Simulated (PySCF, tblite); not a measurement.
# C7H14AlB: geometry, infrared bands and NMR shifts

Aim: predict the infrared bands and NMR shifts of C7H14AlB (`C=[C]1[AlH][CH2]C[C@H]1B(C)C`).

Computed with tblite 0.8.0 and PySCF 2.14.0, with density-fitted response routines of our own, on a single molecule in the gas phase. Atoms count from 0, in the outputs and in this text.

**1. The starting structure**

23 atoms, charge 0, multiplicity 1; geometry from: force field or distance geometry start.

Bonds of the start (Å): C0–C1 1.34, C1–Al2 1.91, Al2–C3 1.95, C3–C4 1.55, C4–C5 1.55, C5–B6 1.62, B6–C7 1.60, B6–C8 1.59, C5–C1 1.51, C0–H9 1.09, C0–H10 1.08, Al2–H11 1.61, C3–H12 1.12, C3–H13 1.11, C4–H14 1.10, C4–H15 1.12, C5–H16 1.12, C7–H17 1.11, C7–H18 1.10, C7–H19 1.11, C8–H20 1.10, C8–H21 1.12, C8–H22 1.09.

**2. Geometry optimisation with GFN2-xTB**

Job settings and geometry (Å):

```
{"job": {"kind": "relax", "xc": "GFN2-xTB", "basis": "xTB"}, "charge": 0, "multiplicity": 1}
C     -0.662600     2.280700     0.997400
C     -0.927500     1.103400     0.422000
Al    -2.329000     0.773800    -0.839800
C     -1.925100    -1.138700    -0.839000
C     -1.032500    -1.390700     0.404600
C     -0.163900    -0.157600     0.747800
B      1.271600    -0.163700    -0.002600
C      2.622300    -0.088500     0.856500
C      1.375400    -0.185300    -1.588700
H     -1.269100     3.154500     0.747700
H      0.130300     2.388600     1.717600
H     -3.787700     1.442800    -0.738600
H     -2.857800    -1.751100    -0.760100
H     -1.377600    -1.401200    -1.766300
H     -0.412800    -2.289900     0.246800
H     -1.699400    -1.597800     1.276600
H      0.032600    -0.181800     1.849100
H      3.238400    -0.989500     0.631900
H      3.175700     0.826900     0.582000
H      2.400300    -0.065000     1.945200
H      2.426900    -0.086500    -1.902300
H      0.796400     0.671900    -2.009200
H      0.970400    -1.128300    -1.968500
```

The run is started by

```bash
$ OMP_NUM_THREADS=1 python probes_run.py task.json out
```

One launch serves the whole session: the jobs run in the order shown.

**Question.** This job is followed by: GFN2-xTB harmonic vibrations, gas phase; GIAO PBE0/pcSseg-1 NMR shielding, non-relativistic, gas phase. What will the session give for the following? strongest single infrared mode (GFN2-xTB); zero-point energy (GFN2-xTB); 13C shifts against TMS (PBE0/pcSseg-1, means over atoms taken as alike); 1H shifts against TMS (PBE0/pcSseg-1, means over atoms taken as alike); 27Al shifts against AlH4- (PBE0/pcSseg-1); 11B shifts against BF3·OEt2 (PBE0/pcSseg-1); surface potential, 1st and 99th percentile.

**Answer**, as computed:

| quantity | value |
| --- | --- |
| strongest single infrared mode (GFN2-xTB) | 1808 cm⁻¹, 611 km/mol |
| zero-point energy (GFN2-xTB) | 115.7 kcal/mol |
| 13C shifts against TMS (PBE0/pcSseg-1, means over atoms taken as alike) | 167.9, 137.3, 60.2, 35.8, 17.1, 12.9 ppm |
| 1H shifts against TMS (PBE0/pcSseg-1, means over atoms taken as alike) | 6.37, 6.12, 5.66, 3.06, 2.76, 1.87, 0.94, 0.83, 0.74 ppm |
| 27Al shifts against AlH4- (PBE0/pcSseg-1) | 202.5 ppm |
| 11B shifts against BF3·OEt2 (PBE0/pcSseg-1) | 77.3 ppm |
| surface potential, 1st and 99th percentile | -0.57 V and 1.84 V |

Over 127 steps the energy fell by 0.667 eV; of the close pairs, C1–Al2 changed most, 1.914 to 1.981 Å. The lowest mode is imaginary (65i cm⁻¹), so the xTB geometry is not a minimum. The strongest single mode, at 1808 cm⁻¹, moves mainly H11. GFN2-xTB is a fitted tight-binding method: band positions and strengths are rough. Its intensities can rank the bands wrongly. At PBE0/pcSseg-1: The largest span, 248 ppm, is at C1, where the paramagnetic term is -245 ppm. At PBE0/pcSseg-1, counted by nearest atom on the grid, the HOMO lies on C1 25 %; C0 18 %, the LUMO on Al2 36 %; H11, H21 about 12 % each.
